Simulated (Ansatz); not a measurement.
# CCo: the cost of one run

The runs use Ansatz 0.2.0, Gaussian basis; def2-TZVPP, core rule «outside noble gas», up to 10 orbitals frozen.

The runs, in order: UHF; CCSD(T) on ROHF; CCSD(T) on UHF; CCSDT(Q) on ROHF; CCSDT(Q) on UHF; CASSCF and MRCISD+Q, 12 electrons in 10 orbitals; CASSCF and NEVPT2, 12 electrons in 10 orbitals.

7 further runs of the same task are left out: 2 for a known fault of the program, 5 set aside as unsound or not needed.

**1. The system**

The geometry is a PBE0/def2-TZVP stationary point (not a proven minimum) of the parent state, kept for this charge and spin.

2 atoms, charge 1, spin multiplicity 3.

Atoms are counted from 1 here; the program's logs count them from 0.

Bond lengths: Co1–C2 1.692 Å.

**2. UHF**

The input, in.yaml:

```yaml
crystal:
  periodic: [false, false, false]
  atoms:
    - {symbol: Co, position_ang: [0.000000, 0.000000, 0.000000]}
    - {symbol: C, position_ang: [0.000000, 0.000000, 1.692200]}
basis:
  gaussian: {orbitals: def2-TZVPP}
total_charge: 1
magnetization: {spin_polarized: true, initial_magnetization: 2}
hamiltonian: {xc: hf}
output: {orbitals: {seedname: orbitals}}
```

The run is started by

```bash
> ansatz run in.yaml --threads 1 --pin off --events-out ev --progress --plain --max-ram 4096MiB --backend cpu
```

**Question.** How long does this run take on 1 thread of AMD EPYC 7R13, shared host, and how much memory does it need?

About 44 s, with a peak of 0.26 GiB.
